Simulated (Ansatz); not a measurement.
# C2H5FSi: the cost of one run

All numbers are computed with Ansatz 0.2.0 through its Python package. Level of theory: CAM-B3LYP/def2-TZVP.

## Step 1: The system

Bond lengths: F1–C2 1.296 Å, C2–C3 1.317 Å, C3–Si4 1.867 Å, C2–H5 1.098 Å, C3–H6 1.083 Å, Si4–H7 1.451 Å, Si4–H8 1.499 Å, Si4–H9 1.425 Å. Angles: F1–C2–C3 119.3°, F1–C2–H5 112.8°, C3–C2–H5 127.9°, C2–C3–Si4 125.0°, C2–C3–H6 119.4°, Si4–C3–H6 115.3°, C3–Si4–H7 111.9°, C3–Si4–H8 106.0°, C3–Si4–H9 108.6°, H7–Si4–H8 109.0°, H7–Si4–H9 112.6°, H8–Si4–H9 108.3°.

No structure file is read: the coordinates are typed or built in the script.

## Step 2: The code

Input file c2h5fsi.py:

```python
"""Vertical spin-state energies of C2H5FSi."""

import ansatz as az


def main() -> None:
    geometry_ang = [
        ("F", [-1.2307, 2.3068, 0.5863]),
        ("C", [-0.5959, 1.3873, -0.0698]),
        ("C", [-0.3596, 0.2277, 0.5089]),
        ("Si", [0.6633, -1.1475, -0.2303]),
        ("H", [-0.3183, 1.703, -1.0836]),
        ("H", [-0.6712, 0.0718, 1.5346]),
        ("H", [1.8234, -1.4579, 0.5836]),
        ("H", [-0.2321, -2.3484, -0.2813]),
        ("H", [1.0096, -0.7891, -1.5653]),
    ]
    molecule = az.Crystal.molecule()
    for symbol, xyz in geometry_ang:
        molecule = molecule.atom(symbol, xyz)

    calculation = molecule.calculation().basis(gaussian="def2-TZVP").functional("CAM-B3LYP")
    found = {}
    for unpaired in [0, 2, 4]:
        rep = calculation.spin("collinear", total=unpaired).run().report
        s = unpaired / 2
        found[unpaired] = rep["free_energy_ev"]
        print(f"2S+1 = {unpaired + 1}: E = {found[unpaired]:.5f} eV, <S^2> = {abs(rep['mean_field']['state']['spin_squared']):.3f} (pure state {s * (s + 1):.2f})")
    lowest = min(found, key=found.get)
    for unpaired, e in found.items():
        print(f"multiplicity {unpaired + 1}: {(e - found[lowest]):.3f} eV above the lowest")


if __name__ == "__main__":
    main()
```

## Step 3: The input behind the calls

The engine receives this input (first run):

```yaml
crystal:
  periodic: [false, false, false]
  atoms:
    - { symbol: F, position_ang: [-1.2307, 2.3068, 0.5863] }
    - { symbol: C, position_ang: [-0.5959, 1.3873, -0.0698] }
    - { symbol: C, position_ang: [-0.3596, 0.2277, 0.5089] }
    - { symbol: Si, position_ang: [0.6633, -1.1475, -0.2303] }
    - { symbol: H, position_ang: [-0.3183, 1.703, -1.0836] }
    - { symbol: H, position_ang: [-0.6712, 0.0718, 1.5346] }
    - { symbol: H, position_ang: [1.8234, -1.4579, 0.5836] }
    - { symbol: H, position_ang: [-0.2321, -2.3484, -0.2813] }
    - { symbol: H, position_ang: [1.0096, -0.7891, -1.5653] }
basis:
  gaussian:
    orbitals: def2-TZVP
hamiltonian:
  xc: cam_b3lyp
magnetization:
  spin_polarized: true
  initial_magnetization: 0.0
```

## Step 4: The run

Launch:

```
$ python c2h5fsi.py
```

**Question.** How long does this script take on 1 thread of Arm Neoverse V1, shared host, and how much memory does it need?

About 62 s, with a peak of 0.62 GiB.
